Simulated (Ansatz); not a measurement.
**BF₂HSi: one structure at several levels**

How do the functionals fare away from a minimum? The structure is a structure displaced at random from a GFN2-xTB minimum.

Program: Ansatz 0.2.0, Gaussian basis. Level of theory: single points in def2-TZVPP. These are calculated values, not measurements.

Correlated methods freeze the cores.

## Step 1: The system as given

SMILES `B=[Si](F)F`, 5 atoms, charge 0, spin multiplicity 1.

Atoms are counted from 1 here; the program's logs count them from 0.

Bond lengths: B1–Si2 1.899 Å, B1–H5 1.238 Å, Si2–F3 1.722 Å, Si2–F4 1.670 Å. Angles: Si2–B1–H5 143.8°, B1–Si2–F3 130.8°, B1–Si2–F4 130.7°, F3–Si2–F4 94.7°.

As a file:

```
B    -0.7101    1.1840   -0.1112
Si    0.2673   -0.4339    0.0761
F    -0.2545   -2.0221    0.4876
F     1.8623   -0.7021    0.4931
H    -1.1998    1.9654   -0.9371
```

## Step 2: CCSD(T)/def2-TZVPP

run/in.yaml reads:

```yaml
crystal:
  periodic: [false, false, false]
  atoms:
    - {symbol: B, position_ang: [-0.710100, 1.184000, -0.111200]}
    - {symbol: Si, position_ang: [0.267300, -0.433900, 0.076100]}
    - {symbol: F, position_ang: [-0.254500, -2.022100, 0.487600]}
    - {symbol: F, position_ang: [1.862300, -0.702100, 0.493100]}
    - {symbol: H, position_ang: [-1.199800, 1.965400, -0.937100]}
basis:
  gaussian: {orbitals: def2-TZVPP}
correlation: {method: ccsd_t}
output: {forces: true}
```

No record of the launch command was kept for these runs.

## Step 3: PBE0-D4/def2-TZVPP

run/in.yaml: that of step 2 with these lines changed.

```diff
@@ -10,3 +10,3 @@
   gaussian: {orbitals: def2-TZVPP}
-correlation: {method: ccsd_t}
-output: {forces: true}
+hamiltonian: {xc: pbe0, dispersion: d4}
+output: {forces: true, orbitals: {seedname: orbitals}}
```

## Step 4: wB97M-V/def2-TZVPP

run/in.yaml: that of step 3 with these lines changed.

```diff
@@ -10,3 +10,3 @@
   gaussian: {orbitals: def2-TZVPP}
-hamiltonian: {xc: pbe0, dispersion: d4}
-output: {forces: true, orbitals: {seedname: orbitals}}
+hamiltonian: {xc: {name: wB97M-V}}
+output: {forces: true}
```

## Step 5: r2SCAN-D4/def2-TZVPP

run/in.yaml: that of step 4 with these lines changed.

```diff
@@ -10,3 +10,3 @@
   gaussian: {orbitals: def2-TZVPP}
-hamiltonian: {xc: {name: wB97M-V}}
+hamiltonian: {xc: r2scan, dispersion: d4}
 output: {forces: true}
```

## Step 6: PBE-D4/def2-TZVPP

run/in.yaml: that of step 5 with these lines changed.

```diff
@@ -10,3 +10,3 @@
   gaussian: {orbitals: def2-TZVPP}
-hamiltonian: {xc: r2scan, dispersion: d4}
+hamiltonian: {xc: pbe, dispersion: d4}
 output: {forces: true}
```

## Step 7: BLYP-D4/def2-TZVPP

run/in.yaml: that of step 6 with these lines changed.

```diff
@@ -10,3 +10,3 @@
   gaussian: {orbitals: def2-TZVPP}
-hamiltonian: {xc: pbe, dispersion: d4}
+hamiltonian: {xc: {name: BLYP}, dispersion: d4}
 output: {forces: true}
```

## Step 8: r2SCAN0-D4/def2-TZVPP

run/in.yaml: that of step 7 with these lines changed.

```diff
@@ -10,3 +10,3 @@
   gaussian: {orbitals: def2-TZVPP}
-hamiltonian: {xc: {name: BLYP}, dispersion: d4}
+hamiltonian: {xc: {name: r2SCAN0}, dispersion: d4}
 output: {forces: true}
```

(Steps that only read results are left out.)

What does the calculation give? Wanted: energy less free atoms, CCSD(T)/def2-TZVPP; RMS force component; RMS force error; HOMO and LUMO, PBE0-D4; T1 diagnostic.

As calculated:

```
                                  quantity                                                                                              value
energy less free atoms, CCSD(T)/def2-TZVPP                                                                                    -389.4 kcal/mol
                       RMS force component                                                               1.240 to 1.718 eV/Å over the methods
                           RMS force error  PBE0-D4 0.135, wB97M-V 0.227, r2SCAN-D4 0.116, PBE-D4 0.359, BLYP-D4 0.423, r2SCAN0-D4 0.188 eV/Å
                    HOMO and LUMO, PBE0-D4                                                                                 -6.48 and -4.01 eV
                             T1 diagnostic                                                                                              0.017
```

**Reading.** Against CCSD(T) the functionals' energies less atoms differ by -27.1 to 0.0 kcal/mol, PBE-D4 by -27.1 kcal/mol. CCSD(T) in triple zeta still lacks some correlation energy of the bonds, so part of these gaps is its own basis error and they don't rank the functionals. On forces the order runs from r2SCAN-D4 to BLYP-D4. Frozen-core CCSD(T) forces in triple zeta carry basis errors of their own, and this is one geometry, so small gaps rank nothing. The restricted Hartree–Fock reference is unstable towards an unrestricted one at one or more of these structures.
